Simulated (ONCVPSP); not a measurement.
# An ONCV potential for indium, from input to tests

Aim: build the potential from the settings below, then test how well it stands in for the atom: other configurations, scattering, ghost states and the plane-wave cutoff that it needs.

Program: ONCVPSP 4.0.1. Reference atom: PBEsol, scalar-relativistic, spherical and spin-unpolarised. All values are calculated.

### Step 1. The atom and the settings

The settings as typed:

```json
{"element": "indium (In, Z = 49)", "type": "optimised norm-conserving Vanderbilt (ONCV)", "frozen core": "[Ar] 3d10", "valence charge": "21", "reference configuration": "4s2 4p6 4d10 5s2 5p1", "partial waves": "4s+5s: rc 1.55 bohr, ncon 3, nbas 7, qcut 10.1 1/bohr, 2 projectors; 4p+5p: rc 1.20 bohr, ncon 5, nbas 8, qcut 10.1 1/bohr, 2 projectors; 4d: rc 1.60 bohr, ncon 4, nbas 8, qcut 11 1/bohr, 2 projectors, debl 3.5 Ha", "local potential": "polynomial inside 0.80 bohr (lpopt 5, dvloc0 6 Ha)", "core correction": "Teter function, fcfact 6, rcfact 1.4"}
```

An earlier all-electron run gives the scale for the radii.

All-electron outer shells of the reference configuration (PBEsol, scalar-relativistic, ld1.x):

```csv
shell,level (eV),outermost node (bohr),outermost maximum (bohr)
3p,-648.82,0.14,0.31
3d,-432.69,–,0.26
4s,-119.51,0.41,0.77
4p,-78.02,0.42,0.82
4d,-18.59,0.40,0.94
5s,-8.25,1.02,2.16
5p,-2.52,1.14,2.85
```

### Step 2. The generation run

The input, In.dat:

```
# ATOM AND REFERENCE CONFIGURATION
# atsym  z   nc   nv     iexc    psfile
  In 49.00    6    5  -116133      upf
#
#   n    l    f
    1    0    2.00
    2    0    2.00
    2    1    6.00
    3    0    2.00
    3    1    6.00
    3    2   10.00
    4    0    2.00
    4    1    6.00
    4    2   10.00
    5    0    2.00
    5    1    1.00
#
# PSEUDOPOTENTIAL AND OPTIMIZATION
# lmax
    2
#
#   l,   rc,      ep,       ncon, nbas, qcut
    0    1.55    0.00    3    7   10.10
    1    1.20    0.00    5    8   10.10
    2    1.60    0.00    4    8   11.00
#
# LOCAL POTENTIAL
# lloc, lpopt,  rc(5),   dvloc0
    4    5    0.80    6.00
#
# VANDERBILT-KLEINMAN-BYLANDER PROJECTORs
# l, nproj, debl
    0    2    0.90
    1    2    3.00
    2    2    3.50
#
# MODEL CORE CHARGE
# icmod, fcfact, rcfact
    3    6.00    1.40
#
# LOG DERIVATIVE ANALYSIS
# epsh1, epsh2, depsh
   -6.00    5.00    0.04
#
# OUTPUT GRID
# rlmax, drl
    6.00    0.01
#
# TEST CONFIGURATIONS
# ncnf
    4
# nvcnf
#   n    l    f
    5
    4    0    2.00
    4    1    6.00
    4    2   10.00
    5    0    2.00
    5    1    0.00
#
    5
    4    0    2.00
    4    1    6.00
    4    2   10.00
    5    0    1.00
    5    1    0.00
#
    5
    4    0    2.00
    4    1    6.00
    4    2   10.00
    5    0    0.00
    5    1    0.00
#
    5
    4    0    2.00
    4    1    6.00
    4    2    9.00
    5    0    0.00
    5    1    0.00
#
```

On the command line:

```
oncvpsp.x < In.dat > In.out
```

What the program wrote to In.out (without the consistency checks and plot data):

```text
ONCVPSP  (Optimized Norm-Conservinng Vanderbilt PSeudopotential)
scalar-relativistic version 4.0.1

#   n    l    f        energy (Ha)
    1    0    2.00    -1.0194076E+03
    2    0    2.00    -1.5264411E+02
    2    1    6.00    -1.3702983E+02
    3    0    2.00    -2.8956103E+01
    3    1    6.00    -2.3843689E+01
    3    2   10.00    -1.5901079E+01
    4    0    2.00    -4.3917621E+00
    4    1    6.00    -2.8671388E+00
    4    2   10.00    -6.8321115E-01
    5    0    2.00    -3.0339436E-01
    5    1    1.00    -9.2565095E-02

Reference configufation results
  iterations    23
  all-electron total energy (Ha)   -5.87895926D+03

Begin loop to  construct optimized pseudo wave functions
and semi-local pseudopoentials for all angular momenta

Calculating optimized projector #   1

 for l=   0

    Fraction of norm inside rc  0.980092
    Optimizing pswf for qcut=  10.10 a_B^-1,  ecut=  51.02 Ha
    Residual kinetic energy error=  2.32D-08 Ha

    Energy error per electron        Cutoff
         Ha          eV             Ha
         0.01000     0.27211       23.81
         0.00100     0.02721       31.21
         0.00010     0.00272       36.95
         0.00001     0.00027       41.82

Calculating optimized projector #   2

 for l=   0

    Fraction of norm inside rc  0.101179
    Optimizing pswf for qcut=  10.10 a_B^-1,  ecut=  51.02 Ha
    Residual kinetic energy error=  1.49D-08 Ha

    Energy error per electron        Cutoff
         Ha          eV             Ha
         0.01000     0.27211       18.41
         0.00100     0.02721       28.03
         0.00010     0.00272       34.90
         0.00001     0.00027       40.43

Calculating optimized projector #   1

 for l=   1

    Fraction of norm inside rc  0.817356
    Optimizing pswf for qcut=  10.10 a_B^-1,  ecut=  51.04 Ha
    Residual kinetic energy error=  4.72D-04 Ha

    Energy error per electron        Cutoff
         Ha          eV             Ha
         0.01000     0.27211       35.77
         0.00100     0.02721       47.11
         0.00010     0.00272      114.88
         0.00001     0.00027      140.77

Calculating optimized projector #   2

 for l=   1

    Fraction of norm inside rc  0.021158
    Optimizing pswf for qcut=  10.10 a_B^-1,  ecut=  51.04 Ha
    Residual kinetic energy error=  4.06D-05 Ha

    Energy error per electron        Cutoff
         Ha          eV             Ha
         0.01000     0.27211       12.09
         0.00100     0.02721       34.62
         0.00010     0.00272       46.96
         0.00001     0.00027       74.85

   Wellstate for l =  2  n =  6
     eigenvalue =   2.8168
     asymptotic potential =   3.3168
     half-point radius =  3.0699

Calculating optimized projector #   1

 for l=   2

    Fraction of norm inside rc  0.820184
    Optimizing pswf for qcut=  11.01 a_B^-1,  ecut=  60.57 Ha
    Residual kinetic energy error=  1.87D-08 Ha

    Energy error per electron        Cutoff
         Ha          eV             Ha
         0.01000     0.27211       30.00
         0.00100     0.02721       37.74
         0.00010     0.00272       44.33
         0.00001     0.00027       49.75

Calculating optimized projector #   2

 for l=   2

    Fraction of norm inside rc  0.117781
    Optimizing pswf for qcut=  11.01 a_B^-1,  ecut=  60.57 Ha
    Residual kinetic energy error=  5.71D-08 Ha

    Energy error per electron        Cutoff
         Ha          eV             Ha
         0.01000     0.27211       29.16
         0.00100     0.02721       37.83
         0.00010     0.00272       45.40
         0.00001     0.00027       50.95

Construct Vanderbilt / Kleinmman-Bylander projectors

B matrix Hermiticity error, ll=   0
   1   2    6.4617E-04

  Orthonormal projector coefficients  1.8916E+01  2.6075E+00

B matrix Hermiticity error, ll=   1
   1   2    2.8160E-04

  Orthonormal projector coefficients  1.5638E+01  2.5025E+00

B matrix Hermiticity error, ll=   2
   1   2   -4.6147E-04

  Orthonormal projector coefficients  1.0532E+01  2.1143E+00

Model core correction analysis
  based on d2Exc/dn_idn_j

d2excae - all-electron derivatives

   -3.389197D-02   -3.076411D-02   -2.182550D-02   -2.128499D-03
   -9.296440D-04
   -3.076424D-02   -2.897863D-02   -2.210624D-02   -2.564583D-03
   -9.925068D-04
   -2.182571D-02   -2.210635D-02   -2.082488D-02   -6.702240D-03
   -2.720693D-03
   -2.128487D-03   -2.564492D-03   -6.701514D-03   -2.678364D-02
   -2.132056D-02
   -9.296566D-04   -9.924944D-04   -2.720237D-03   -2.131551D-02
   -2.718658D-02

d2excps - pseudofunction derivatives with no core correction

   -4.455647D-02   -3.447159D-02   -2.343421D-02   -3.253816D-03
   -1.170030D-03
   -3.447246D-02   -3.248236D-02   -2.439270D-02   -2.877654D-03
   -1.156639D-03
   -2.343461D-02   -2.439284D-02   -2.230320D-02   -6.816647D-03
   -2.814911D-03
   -3.254310D-03   -2.877574D-03   -6.815923D-03   -2.688758D-02
   -2.133735D-02
   -1.170094D-03   -1.156631D-03   -2.814455D-03   -2.133230D-02
   -2.719404D-02

rms 2nd derivative error    2.640276E-03

rmatch, rhocmatch    0.5625   36.0414

Teter function model core charge with specified parameters

d2excps - pseudofunction derivatives with core correction

   -2.902586D-02   -2.731274D-02   -2.000161D-02   -1.882421D-03
   -8.284962D-04
   -2.731271D-02   -2.775573D-02   -2.192858D-02   -2.298939D-03
   -9.381834D-04
   -2.000165D-02   -2.192864D-02   -2.100774D-02   -6.545270D-03
   -2.699797D-03
   -1.882386D-03   -2.298838D-03   -6.544543D-03   -2.676450D-02
   -2.130976D-02
   -8.284970D-04   -9.381671D-04   -2.699340D-03   -2.130471D-02
   -2.718421D-02

rms 2nd derivative error    1.497855E-03

Pseudoatom total energy -190.460844

Diagnostic tests using Vanderbilt-Kleinman-Bylander pseudopotentials
  1 or more projectors used as specified by nproj input data

   l    rcore       rmatch      e in        delta e   norm test  slope test

   0   1.5550539   1.6022688  -4.3917621   0.0000038   1.0002543   1.0002253
   0   1.5550539   1.6022688  -0.3033944   0.0000055   1.0000441   1.0000264

   1   1.2023538   1.2388599  -2.8671388  -0.0000176   1.0002179   1.0002448
   1   1.2023538   1.2388599  -0.0925651   0.0000073   1.0001274   1.0001069

   2   1.6022688   1.6509171  -0.6832111   0.0000178   1.0001085   1.0001431
   2   1.6022688   1.6509171   2.8167888   0.0001339   1.0002797   1.0002797

 Testing for bound ghosts
   n   l    E NL Schr. Eq   E Basis Diag.   E Cutoff

   1   0       -4.391758       -4.391699     79.12
   2   0       -0.303389       -0.265387     79.12

   2   1       -2.867156       -2.867105    209.84
   3   1       -0.092558        0.249678    209.84

   3   2       -0.683193       -0.682884    134.48

 Testing for highly-localized positive-energy ghosts
       l    <radius>/rc     E Basis Diag.   E Cutoff

       0        0.457074        5.728968     79.12  WARNING - GHOST(+)

Test configuration 0

   n   l     f        eae           eps        diff
   1   0  2.0000-1019.40761913
   2   0  2.0000 -152.64411372
   2   1  6.0000 -137.02982761
   3   0  2.0000  -28.95610255
   3   1  6.0000  -23.84368892
   3   2 10.0000  -15.90107911
   4   0  2.0000   -4.39176215   -4.39175834    3.81D-06
   4   1  6.0000   -2.86713883   -2.86715646   -1.76D-05
   4   2 10.0000   -0.68321115   -0.68319335    1.78D-05
   5   0  2.0000   -0.30339436   -0.30338883    5.53D-06
   5   1  1.0000   -0.09256510   -0.09255783    7.26D-06

    Total energies and differences
      AE_ref= -5.87895926D+03  AE_tst= -5.87895926D+03  dif=  0.00D+00
      PS_ref= -1.90460844D+02  PS_tst= -1.90460844D+02  dif=  7.96D-13
      PSP excitation error= -7.96D-13

Test configuration 1

   n   l     f        eae           eps        diff
   1   0  2.0000-1019.68471427
   2   0  2.0000 -152.91972219
   2   1  6.0000 -137.30561248
   3   0  2.0000  -29.23151683
   3   1  6.0000  -24.11911570
   3   2 10.0000  -16.17643339
   4   0  2.0000   -4.66723114   -4.66715507    7.61D-05
   4   1  6.0000   -3.14276947   -3.14276190    7.56D-06
   4   2 10.0000   -0.95816426   -0.95815092    1.33D-05
   5   0  2.0000   -0.55067969   -0.55066353    1.62D-05

    Total energies and differences
      AE_ref= -5.87895926D+03  AE_tst= -5.87876225D+03  dif=  1.97D-01
      PS_ref= -1.90460844D+02  PS_tst= -1.90263790D+02  dif=  1.97D-01
      PSP excitation error= -3.63D-05

Test configuration 2

   n   l     f        eae           eps        diff
   1   0  2.0000-1020.07826047
   2   0  2.0000 -153.30848233
   2   1  6.0000 -137.69465291
   3   0  2.0000  -29.62076291
   3   1  6.0000  -24.50835194
   3   2 10.0000  -16.56537994
   4   0  2.0000   -5.05673709   -5.05765584   -9.19D-04
   4   1  6.0000   -3.53224570   -3.53253778   -2.92D-04
   4   2 10.0000   -1.34262544   -1.34264057   -1.51D-05
   5   0  1.0000   -0.87037511   -0.87044267   -6.76D-05

    Total energies and differences
      AE_ref= -5.87895926D+03  AE_tst= -5.87805377D+03  dif=  9.05D-01
      PS_ref= -1.90460844D+02  PS_tst= -1.89555169D+02  dif=  9.06D-01
      PSP excitation error= -1.80D-04

Test configuration 3

psatom: WARNING lschvkbb convergence error n,l,iter=   3   1   4
ea(ii),et,emin,emax -1.001793E-01 -1.101972E-01 -1.101972E-01 -1.101972E-01
run_config: WARNING for fully non-local PS atom, stg. 1
 WARNING no output for configuration 4

Test configuration 4

psatom: WARNING lschvkbb convergence error n,l,iter=   3   1   3
ea(ii),et,emin,emax -9.255783E-02 -1.018136E-01 -1.018136E-01 -1.018136E-01
run_config: WARNING for fully non-local PS atom, stg. 1
 WARNING no output for configuration 5
```

Wall time 6.6 s (1 thread of Intel Xeon Platinum 8259CL at 2.50GHz, shared host).

Partial waves on a coarse radial grid (AE all-electron, PS pseudo):

```
r (bohr)    4s AE   4s PS
   0.080   0.4614  0.1333
   0.160  -0.1190  0.2730
   0.240  -0.6853  0.4225
   0.320  -0.5780  0.5804
   0.400  -0.0962  0.7396
   0.480   0.4399  0.8889
   0.560   0.8657  1.0153
   0.640   1.1335  1.1065
   0.720   1.2565  1.1548
   0.800   1.2686  1.1575
   0.880   1.2070  1.1177
   0.960   1.1028  1.0433
   1.040   0.9788  0.9451
   1.120   0.8504  0.8342
   1.200   0.7268  0.7205
   1.280   0.6135  0.6116
   1.360   0.5127  0.5123
   1.440   0.4251  0.4250
   1.520   0.3501  0.3500
   1.600   0.2869  0.2868
   1.680   0.2340  0.2340
   1.760   0.1902  0.1902
   1.840   0.1541  0.1541
   1.920   0.1246  0.1245
   2.000   0.1005  0.1004
   2.080   0.0809  0.0808
```

Densities times 4π (e/bohr³); a dash where the program caps the true core:

```
r (bohr)  pseudo valence  true core  model core
   0.080           6.477          –       209.3
   0.240           11.64          –       160.8
   0.400           23.33          –       93.58
   0.560           34.33      37.21        39.9
   0.720           35.37      4.578       11.66
   0.880           26.73     0.5398       2.013
   1.040           16.38    0.06401      0.1303
   1.200           9.172    0.00779   0.0004703
   1.360           5.093   0.000977    0.003821
   1.520           2.924  0.0001261   0.0001865
   1.680           1.765  1.668e-05   0.0001781
   1.840           1.126  2.262e-06   8.498e-05
   2.000          0.7573      3e-07   2.843e-06
```

### Step 3. Transferability, from the output's test configurations

2 tests gave no usable energy difference (4s2 4p6 4d10 5s0 5p0; 4s2 4p6 4d9 5s0 5p0).

Excitation and ionisation energies from 4s2 4p6 4d10 5s2 5p1, with the error of the potential.

```tsv
valence configuration	charge	ΔE all-electron (eV)	error AE − PS (meV)
4s2 4p6 4d10 5s2 5p0	+1	5.361	-1.0
4s2 4p6 4d10 5s1 5p0	+2	24.640	-4.9
```

### Step 4. Logarithmic derivatives

Taken from the files of the generation run. The phase is arctan(r·R′/R) of the radial function R, unwrapped, with energies in Ha. A pole is an energy at which the radial function vanishes at the test radius. The pseudo phase is shifted by a multiple of π to meet the all-electron one at the reference energy. Levels narrower than the energy grid can be missing from the poles. The last column is the largest difference on the grid between −0.5 and +0.5 Ha.

| channel | radius (bohr) | reference (Ha) | poles AE | poles PS | window around the reference with phases within 0.05 rad (Ha) | largest difference near zero (rad) |
| --- | --- | --- | --- | --- | --- | --- |
| s | 1.57 | -0.30 | -4.14 | -4.14 | the whole range | 0.001 |
| p | 1.22 | -0.09 | -0.91 | -0.91 | the whole range | 0.000 |
| d | 1.62 | -0.68 | 0.07 | 0.07 | the whole range | 0.000 |

Phases (rad) along the scan:

```
E (Ha)    s AE    s PS    d AE    d PS
 -5.96   1.227   1.227   1.342   1.342
 -5.40   1.113   1.113   1.325   1.325
 -4.84   0.441   0.441   1.305   1.305
 -4.28  -1.485  -1.485   1.278   1.278
 -3.72  -1.705  -1.705   1.242   1.242
 -3.16  -1.795  -1.795   1.188   1.188
 -2.60  -1.865  -1.865   1.098   1.098
 -2.04  -1.942  -1.942   0.911   0.911
 -1.48  -2.046  -2.046   0.330   0.330
 -0.92  -2.207  -2.207  -0.926  -0.926
 -0.36  -2.498  -2.498  -1.419  -1.419
  0.20  -3.036  -3.036  -1.606  -1.606
  0.76  -3.685  -3.686  -1.727  -1.727
  1.32  -4.097  -4.099  -1.843  -1.843
  1.88  -4.313  -4.316  -2.000  -2.000
  2.44  -4.437  -4.441  -2.287  -2.287
  3.00  -4.517  -4.522  -2.927  -2.926
  3.56  -4.573  -4.580  -3.765  -3.765
  4.12  -4.616  -4.627  -4.190  -4.190
  4.68  -4.650  -4.670  -4.382  -4.381
```

### Step 5. Plane-wave cutoff and ghosts

From the same output: the cutoffs (Ha) at which the residual kinetic energy of the hardest occupied pseudo-wave falls to 1 and 0.1 mHa per electron are 47 Ha and 115 Ha.

The program's own ghost test: no bound ghost flagged; GHOST(+) flagged for s at 155.9 eV.

Cutoff (Ha) at which the first wave of each channel reaches a given error (Ha per electron):

```
  error     s      p     d
1.0e-02  23.8   35.8  30.0
3.2e-03  27.8   41.9  34.0
1.0e-03  31.2   47.1  37.7
3.2e-04  34.3   61.1  41.2
1.0e-04  37.0  114.9  44.3
3.2e-05  39.5  130.8  47.2
1.0e-05  41.8  140.8  49.7
```

### Step 6. Summary of results

```
                                                quantity                                                  value
  cutoffs for 1 and 0.1 mHa per electron, occupied waves                                       47 Ha and 115 Ha
                                            bound ghosts                                             none found
                                          GHOST(+) flags                                            s at 156 eV
                            largest test error (AE − PS)  -4.9 meV, for 4s2 4p6 4d10 5s1 5p0 (2 tests unsolved)
largest phase difference near zero energy, channels read                                              0.001 rad
 rms error of d²Exc/dn², without and with the model core                                      2.64 and 1.50 mHa
```

The worst unpolarised test, 4s2 4p6 4d10 5s1 5p0, is off by 4.9 meV on 24.6 eV; by total energies transferability rates as very good where solved. Of the tests 2 gave no usable energy difference, which is a warning in itself. It counts as hard, with 47 Ha needed at the looser tolerance. At the looser tolerance the 4p wave is the slowest; 4d needs 38 Ha. The program's ghost test flags no bound state. Near zero energy the phases of the channels with partial waves agree within 0.001 rad. The program also flags highly localised states, GHOST(+) (s). All of this concerns the isolated atom, not yet a solid.
